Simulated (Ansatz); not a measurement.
**2x2x4 LiCl rock-salt block (Li₈Cl₈): structure and electronic state**

What does 2x2x4 LiCl rock-salt block (Li₈Cl₈) look like as a singlet, and where do its frontier electrons sit?

Method: RKS PBE0-D4/def2-TZVP; program: Ansatz 0.2.0, Gaussian basis.

Levels to be run: relaxation at PBE0-D4/def2-SVP; a single point at PBE0-D4/def2-TZVP.

4 further runs of the same task are left out: 2 that didn't finish, 2 set aside as unsound or not needed. Runs told in other sessions of the task aren't counted.

## (1) Starting geometry

16 atoms, charge 0, spin multiplicity 1.

Atoms are counted from 1 here; the program's logs count them from 0.

Bond lengths: Li1–Cl2 2.224 Å, Li1–Cl5 2.251 Å, Li1–Cl9 2.250 Å, Cl2–Li3 2.221 Å, Cl2–Li6 2.452 Å, Cl2–Li10 2.455 Å, Li3–Cl4 2.257 Å, Li3–Cl7 2.451 Å, Li3–Cl11 2.454 Å, Cl4–Li8 2.250 Å, Cl4–Li12 2.253 Å, Cl5–Li6 2.259 Å, Cl5–Li13 2.251 Å, Li6–Cl7 2.220 Å, Li6–Cl14 2.454 Å, Cl7–Li8 2.225 Å, Cl7–Li15 2.453 Å, Li8–Cl16 2.252 Å and more. Angles: Cl2–Li1–Cl5 99.5°, Cl2–Li1–Cl9 99.6°, Cl5–Li1–Cl9 99.8°, Li1–Cl2–Li3 163.2°, Li1–Cl2–Li6 81.1°, Li1–Cl2–Li10 81.0°, Li3–Cl2–Li6 86.3°, Li3–Cl2–Li10 86.2°, Li6–Cl2–Li10 82.0°, Cl2–Li3–Cl4 170.9°, Cl2–Li3–Cl7 93.1°, Cl2–Li3–Cl11 93.0°, Cl4–Li3–Cl7 93.0°, Cl4–Li3–Cl11 92.9°, Cl7–Li3–Cl11 98.0°, Li3–Cl4–Li8 84.9°, Li3–Cl4–Li12 85.0°, Li8–Cl4–Li12 79.9° and more.

Coordinates:

```xyz
16
charge 0, multiplicity 1
Li   -1.0253   -1.0208   -3.2672
Cl   -1.3139   -1.3053   -1.0808
Li   -1.1400   -1.1339    1.1271
Cl   -1.2166   -1.2151    3.3814
Cl   -1.2176    1.2187   -3.3809
Li   -1.1389    1.1397   -1.1251
Cl   -1.3060    1.3107    1.0817
Li   -1.0167    1.0231    3.2692
Cl    1.2133   -1.2211   -3.3801
Li    1.1346   -1.1384   -1.1248
Cl    1.3072   -1.3111    1.0790
Li    1.0249   -1.0247    3.2675
Li    1.0212    1.0191   -3.2681
Cl    1.3093    1.3080   -1.0829
Li    1.1402    1.1369    1.1253
Cl    1.2242    1.2143    3.3785
```

The start is a GFN2-xTB geometry.

## (2) Relaxation at PBE0-D4/def2-SVP

Contents of in.yaml:

```yaml
crystal:
  periodic: [false, false, false]
  atoms:
    - {symbol: Li, position_ang: [-1.025260, -1.020830, -3.267210]}
    - {symbol: Cl, position_ang: [-1.313890, -1.305310, -1.080810]}
    - {symbol: Li, position_ang: [-1.140000, -1.133910, 1.127070]}
    - {symbol: Cl, position_ang: [-1.216640, -1.215070, 3.381440]}
    - {symbol: Cl, position_ang: [-1.217600, 1.218740, -3.380860]}
    - {symbol: Li, position_ang: [-1.138940, 1.139650, -1.125100]}
    - {symbol: Cl, position_ang: [-1.305960, 1.310700, 1.081730]}
    - {symbol: Li, position_ang: [-1.016680, 1.023080, 3.269190]}
    - {symbol: Cl, position_ang: [1.213280, -1.221140, -3.380050]}
    - {symbol: Li, position_ang: [1.134560, -1.138360, -1.124820]}
    - {symbol: Cl, position_ang: [1.307190, -1.311060, 1.079010]}
    - {symbol: Li, position_ang: [1.024930, -1.024680, 3.267510]}
    - {symbol: Li, position_ang: [1.021200, 1.019090, -3.268050]}
    - {symbol: Cl, position_ang: [1.309340, 1.307990, -1.082880]}
    - {symbol: Li, position_ang: [1.140240, 1.136880, 1.125320]}
    - {symbol: Cl, position_ang: [1.224220, 1.214250, 3.378510]}
basis:
  gaussian: {orbitals: def2-SVP}
hamiltonian: {xc: pbe0, dispersion: d4}
scf: {lower_state_search: "off"}
output: {orbitals: {seedname: orbitals}}
relax: {f_tol: 0.03, max_steps: 70}
```

Started as:

```sh
$ ansatz run in.yaml --threads 4 --pin off --events-out ev --progress --plain --max-ram 6963MiB
```

After this run come: Single point, PBE0-D4/def2-TZVP.

Before running them: what should the planned runs give, taken together? Wanted: point group; commonest bond; HOMO, LUMO at PBE0-D4/def2-TZVP; dipole at PBE0-D4/def2-SVP.

The runs gave:

| quantity | value |
| --- | --- |
| point group | D2d |
| commonest bond | Cl–Li, 28 of mean length 2.366 Å |
| HOMO, LUMO at PBE0-D4/def2-TZVP | -8.59, -0.61 eV |
| dipole at PBE0-D4/def2-SVP | 0.00 D |

The molecule keeps its bonding pattern by the stored test; the atoms moved 0.12 Å (rms). No usable vibrations, so a minimum isn't proven. The HOMO lies nearest to Cl5, Cl9 about 25 % each; Cl2, Cl14 about 15 % each and the LUMO to 4 Li atoms about 13 % each. Whether this spin is the lowest isn't tested here.
